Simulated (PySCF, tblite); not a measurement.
# C₃H₆BrClSi₂: geometry, infrared bands and NMR shifts

Aim: predict the infrared bands and NMR shifts of C₃H₆BrClSi₂ (`C[SiH2]C#C[Si@H](Cl)Br`).

The runs use tblite 0.8.0 and PySCF 2.14.0, with density-fitted response routines of our own; the level of theory stands in each step. All values are computed, except where a source is named. Atoms count from 0, in the outputs and in this text.

## (1) Starting geometry

13 atoms, charge 0, multiplicity 1; geometry from: force field or distance geometry start.

Bonds of the start (Å): C0–Si1 1.88, Si1–C2 1.85, C2–C3 1.20, C3–Si4 1.82, Si4–Cl5 2.11, Si4–Br6 2.25, C0–H7 1.11, C0–H8 1.10, C0–H9 1.10, Si1–H10 1.45, Si1–H11 1.48, Si4–H12 1.49.

## (2) Geometry optimisation with GFN2-xTB

The job: settings as JSON, then the geometry in Å.

```
{"job": {"kind": "relax", "xc": "GFN2-xTB", "basis": "xTB"}, "charge": 0, "multiplicity": 1}
C     -2.618500    -0.353000    -0.032600
Si    -1.431800     0.979700    -0.631000
C      0.271300     0.433900    -0.151100
C      1.378100     0.068800     0.140200
Si     3.034600    -0.513100     0.636500
Cl     4.406700     1.035200     0.245800
Br     3.591300    -2.371500    -0.505200
H     -1.998700    -1.259300     0.157800
H     -3.177300    -0.026300     0.855900
H     -3.329900    -0.584700    -0.834600
H     -1.449600     1.118000    -2.078800
H     -1.782600     2.236800     0.077400
H      3.101800    -0.764000     2.102100
```

Run with:

```sh
$ OMP_NUM_THREADS=1 python probes_run.py task.json out
```

One launch serves the whole session: the jobs run in the order shown.

**Question.** This job is followed by: GFN2-xTB harmonic vibrations, gas phase; GIAO PBE0/pcSseg-1 NMR shielding, non-relativistic, gas phase. Predict these results of the whole session: strongest single infrared mode (GFN2-xTB); zero-point energy (GFN2-xTB); ¹³C shifts against TMS (PBE0/pcSseg-1); ¹H shifts against TMS (PBE0/pcSseg-1, means over atoms taken as alike); ²⁹Si shifts against TMS (PBE0/pcSseg-1); ³⁵Cl shifts against HCl (PBE0/pcSseg-1); ⁷⁹Br shifts against HBr (PBE0/pcSseg-1).

**Answer**, as computed:

| quantity | value |
| --- | --- |
| strongest single infrared mode (GFN2-xTB) | 876 cm⁻¹, 487 km/mol |
| zero-point energy (GFN2-xTB) | 46.2 kcal/mol |
| ¹³C shifts against TMS (PBE0/pcSseg-1) | 121.7, 114.7, -5.3 ppm |
| ¹H shifts against TMS (PBE0/pcSseg-1, means over atoms taken as alike) | 5.98, 4.50, 4.47, 0.37 ppm |
| ²⁹Si shifts against TMS (PBE0/pcSseg-1) | -17.1, -67.7 ppm |
| ³⁵Cl shifts against HCl (PBE0/pcSseg-1) | 75 ppm |
| ⁷⁹Br shifts against HBr (PBE0/pcSseg-1) | 179 ppm |

In words: Over 96 steps the energy fell by 0.214 eV; of the close pairs, Si4–Cl5 changed most, 2.105 to 2.019 Å. No mode is imaginary among the 33: a minimum at this level. The strongest single mode, at 876 cm⁻¹, is carried by C2, C3, Si1, Si4. GFN2-xTB is a fitted tight-binding method: band positions and strengths are rough. Its intensities can rank the bands wrongly. At PBE0/pcSseg-1: The largest span, 731 ppm, is at Br6, where the paramagnetic term is -682 ppm. Spin-orbit coupling is left out, which matters for shieldings and couplings at and beside the heavy atoms.
